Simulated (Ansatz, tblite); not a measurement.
# The cluster Al₂Cu₃+: a ladder of methods and basis sets

The task here is to estimate one member of a computed series from the others.

Method: as each input shows; program: Ansatz 0.2.0, Gaussian basis.

Levels to be run: GFN1-xTB, GFN2-xTB, PBE-D4/def2-TZVP, r2SCAN-D4/def2-TZVP, HSE06-D4/def2-TZVP, LC-ωPBE/def2-TZVP, PBE-D4/def2-SVP, PBE0-D4/def2-SVP, HF/STO-3G, CCSD(T)/def2-TZVP, RPA/def2-TZVP.

2 further runs of the same task are left out: 2 set aside as unsound or not needed. Runs told in other sessions of the task aren't counted.

## The geometry

The geometry is that of the singlet, from an earlier relaxation (r2SCAN-D4/def2-SVP). At that level it is the lowest of the isomers that a small search found.

5 atoms, charge 1, spin multiplicity 1.

Bond lengths: Al1–Cu3 2.488 Å, Al1–Cu4 2.405 Å, Al1–Cu5 2.405 Å, Al2–Cu3 2.488 Å, Al2–Cu4 2.405 Å, Al2–Cu5 2.405 Å, Cu3–Cu4 2.358 Å, Cu3–Cu5 2.358 Å. Angles: Cu3–Al1–Cu4 57.6°, Cu3–Al1–Cu5 57.6°, Cu4–Al1–Cu5 104.1°, Cu3–Al2–Cu4 57.6°, Cu3–Al2–Cu5 57.6°, Cu4–Al2–Cu5 104.1°, Al1–Cu3–Al2 62.4°, Al1–Cu3–Cu4 59.4°, Al1–Cu3–Cu5 59.4°, Al2–Cu3–Cu4 59.4°, Al2–Cu3–Cu5 59.4°, Cu4–Cu3–Cu5 107.0° and more.

No spin-orbit coupling is included. The ion is computed in the gas phase, without counter-ions or solvent.

PBE0-D4/def2-TZVP was run before; its log isn't repeated, and its numbers join the tables.

Set-up of the first run:

Tight binding, by tblite at 300 K electronic temperature and without a spin-polarisation term:

```python
tblite.interface.Calculator('GFN1-xTB', numbers, positions, charge=1, uhf=0).singlepoint()
```

Tight binding, by tblite at 300 K electronic temperature and without a spin-polarisation term:

```python
tblite.interface.Calculator('GFN2-xTB', numbers, positions, charge=1, uhf=0).singlepoint()
```

start.molden holds the orbitals of an earlier run on this state, given as this run's starting guess.

Contents of in.yaml:

```yaml
crystal:
  periodic: [false, false, false]
  atoms:
    - {symbol: Al, position_ang: [0.137341, -1.402245, -0.434514]}
    - {symbol: Al, position_ang: [-0.377712, 0.354794, 1.380368]}
    - {symbol: Cu, position_ang: [0.237085, 1.033111, -0.932895]}
    - {symbol: Cu, position_ang: [1.832295, 0.033328, 0.487725]}
    - {symbol: Cu, position_ang: [-1.828998, -0.018988, -0.500675]}
basis:
  gaussian: {orbitals: def2-TZVP, initial_orbitals: start.molden}
total_charge: 1
hamiltonian: {xc: pbe, dispersion: d4}
scf: {omitted_lower_state_checks: [starts]}
output: {orbitals: {seedname: orbitals}}
```

On the command line:

```console
ansatz run in.yaml --threads 4 --pin off --events-out ev --progress --plain --max-ram 4787MiB
```

Steps of the session up to this table: PBE-D4/def2-TZVP; r2SCAN-D4/def2-TZVP; HSE06-D4/def2-TZVP; LC-ωPBE/def2-TZVP; PBE-D4/def2-SVP; PBE0-D4/def2-SVP; HF/STO-3G; CCSD(T)/def2-TZVP; RPA/def2-TZVP.

One of the session's tables, all rows but one given; the rest of the session is left out.

It belongs to the step «Levels side by side». 

| level | HOMO (eV) | LUMO (eV) | gap (eV) |
| --- | --- | --- | --- |
| HF/STO-3G | -9.25 | -3.19 | 6.06 |
| PBE-D4/def2-SVP | -9.55 | -7.83 | 1.72 |
| PBE-D4/def2-TZVP | -9.76 | -7.95 | 1.82 |
| r2SCAN-D4/def2-TZVP | -9.80 | -7.85 | 1.95 |
| PBE0-D4/def2-SVP | ? | ? | ? |
| PBE0-D4/def2-TZVP | -10.38 | -7.25 | 3.14 |
| HSE06-D4/def2-TZVP | -10.01 | -7.60 | 2.41 |
| LC-ωPBE/def2-TZVP | -12.25 | -5.31 | 6.94 |

Estimate the missing values for PBE0-D4/def2-SVP.

The run gave: HOMO (eV): -10.20; LUMO (eV): -7.17; gap (eV): 3.04. In the column «HOMO (eV)» it lies between PBE0-D4/def2-TZVP (-10.38) and HSE06-D4/def2-TZVP (-10.01).
